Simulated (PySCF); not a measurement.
# A diatomic session: RbBe

An exercise on one series of results from a longer session: the logs are not shown, and one member is left open.

Program: PySCF 2.14.0. Level of theory: Rb jorge-DZP-DKH, Be jorge-DZP-DKH, spin-free X2C with a Gaussian nucleus. These are calculated values, not measurements.

The first run:

The job is set up so:

```yaml
atoms: Rb, Be
charge: 0
basis: Rb jorge-DZP-DKH, Be jorge-DZP-DKH
Hamiltonian: spin-free X2C with a Gaussian nucleus
basis_functions: 51
electrons_treated: 41
masses_in_u: 84.9118, 9.0122
levels: PBE0, PBE, r²SCAN, BP86, TPSS, PW91, LC-ωPBE, HF, MP2, SCS-MP2, CCSD, CCSD(T)
grid: 80 radial by 434 angular points
occupations: held fixed by the projection of orbital angular momentum
dissociation_limit: Rb + Be, each in its ground configuration
starting_distance_in_angstrom: 3.020
values_of_2S_to_try: 1, 3
```

Launch:

```bash
> OMP_NUM_THREADS=1 python dia.py task.json out
```

Among the steps run: Set-up; First curve: PBE0; Excited determinants; PBE; r²SCAN (meta-GGA); BP86 (GGA); TPSS; PW91 (GGA); LC-ωPBE (range-separated hybrid); ROHF (mean field); MP2 and coupled cluster.

One of the session's tables, all rows but one given; the rest of the session is left out.

Energy (eV) from each level's lowest point:

```
R (Å)   ROHF  ROHF-MP2  ROHF-SCS-MP2  ROHF-CCSD  ROHF-CCSD(T)
3.048  0.414     0.260         0.282        n/a           n/a
3.190  0.291     0.164         0.183      0.145         0.130
3.331  0.203     0.101         0.117      0.086         0.074
3.438  0.155     0.070         0.083      0.057         0.046
3.544  0.118     0.047         0.059      0.037         0.028
3.650  0.089     0.032         0.041      0.023         0.016
3.792      ?         ?             ?          ?             ?
3.969  0.036     0.008         0.013      0.004         0.001
4.182  0.016     0.002         0.005      0.000         0.000
4.465  0.000     0.000         0.000        n/a           n/a
```

Q: Estimate the row for R (Å) = 3.792 from the others.

Worked estimate for «ROHF». A straight line through the neighbours (3.650, 0.089) and (3.969, 0.036) gives 0.089 + (0.036 − 0.089) × (3.792 − 3.650) / (3.969 − 3.650) = 0.065; a parabola fitted to 4 rows on both sides gives 0.062.

The run gave: ROHF: 0.060; ROHF-MP2: 0.018; ROHF-SCS-MP2: 0.025; ROHF-CCSD: 0.011; ROHF-CCSD(T): 0.006. In «ROHF» the line misses by +0.005 and the parabola by +0.002.
